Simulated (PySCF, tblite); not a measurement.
# C7H12BF: geometry, infrared bands and NMR shifts

Wanted: the infrared bands and NMR shifts of C7H12BF (`C/C(=C/F)[C@H]1BCCC1`), by calculation.

The runs use tblite 0.8.0 and PySCF 2.14.0, with density-fitted response routines of our own; the level of theory stands in each step. All values are computed, except where a source is named. Atoms count from 0, in the outputs and in this text.

## Step 1: The molecule as given

21 atoms, charge 0, multiplicity 1; geometry from: force field or distance geometry start.

Bonds of the start (Å): C0–C1 1.52, C1–C2 1.35, C2–F3 1.38, C1–C4 1.51, C4–B5 1.58, B5–C6 1.57, C6–C7 1.53, C7–C8 1.52, C8–C4 1.52, C0–H9 1.10, C0–H10 1.12, C0–H11 1.11, C2–H12 1.08, C4–H13 1.12, B5–H14 1.17, C6–H15 1.13, C6–H16 1.11, C7–H17 1.11, C7–H18 1.11, C8–H19 1.12, C8–H20 1.12.

## Step 2: Optimising the geometry with GFN2-xTB

What the job is given:

```
{"job": {"kind": "relax", "xc": "GFN2-xTB", "basis": "xTB"}, "charge": 0, "multiplicity": 1}
C      1.660100    -0.247200     1.518600
C      1.457400     0.458900     0.183400
C      2.450200     1.263100    -0.240700
F      2.330700     1.959500    -1.422100
C      0.176900     0.282100    -0.598600
B     -0.194000    -1.235900    -0.859100
C     -1.706900    -1.442000    -0.491900
C     -2.233600    -0.027100    -0.265600
C     -1.044600     0.847900     0.115600
H      2.535300    -0.910500     1.474200
H      0.765600    -0.863500     1.784500
H      1.800000     0.504300     2.324400
H      3.342900     1.395900     0.349900
H      0.258600     0.758400    -1.611100
H      0.280700    -1.794500    -1.776400
H     -1.778900    -2.035600     0.461600
H     -2.251800    -1.955800    -1.304700
H     -3.021700    -0.022500     0.521300
H     -2.685500     0.349300    -1.211300
H     -0.917500     0.817900     1.225400
H     -1.232800     1.913800    -0.177900
```

On the command line:

```bash
OMP_NUM_THREADS=1 python probes_run.py task.json out
```

One launch serves the whole session: the jobs run in the order shown.

**Question.** This job is followed by: GFN2-xTB harmonic vibrations, gas phase; GIAO PBE0/pcSseg-1 NMR shielding, non-relativistic, gas phase. What will the session give for the following? strongest single infrared mode (GFN2-xTB); zero-point energy (GFN2-xTB); ¹³C shifts against TMS (PBE0/pcSseg-1); ¹H shifts against TMS (PBE0/pcSseg-1, means over atoms taken as alike); ¹⁹F shifts against CFCl3 (PBE0/pcSseg-1); ¹¹B shifts against BF3·OEt2 (PBE0/pcSseg-1).

**Answer**, as computed:

```
                                                              quantity                                                           value
                             strongest single infrared mode (GFN2-xTB)                                           2678 cm⁻¹, 128 km/mol
                                          zero-point energy (GFN2-xTB)                                                  109.1 kcal/mol
                                ¹³C shifts against TMS (PBE0/pcSseg-1)                  150.9, 128.8, 51.9, 35.2, 35.0, 30.5, 19.6 ppm
¹H shifts against TMS (PBE0/pcSseg-1, means over atoms taken as alike)  8.31, 6.89, 2.84, 2.25, 2.05, 2.04, 1.68, 1.67, 1.54, 1.06 ppm
                              ¹⁹F shifts against CFCl3 (PBE0/pcSseg-1)                                                      -138.1 ppm
                           ¹¹B shifts against BF3·OEt2 (PBE0/pcSseg-1)                                                        97.2 ppm
```

What this shows: Over 133 steps the energy fell by 0.550 eV; of the close pairs, C8–H20 changed most, 1.121 to 1.090 Å. No mode is imaginary among the 57: a minimum at this level. The strongest single mode, at 2678 cm⁻¹, moves mainly H14. GFN2-xTB is a fitted tight-binding method: band positions and strengths are rough. Its intensities can rank the bands wrongly. At PBE0/pcSseg-1: The widest tensor belongs to C1: span 205 ppm, with a paramagnetic part of -203 ppm.
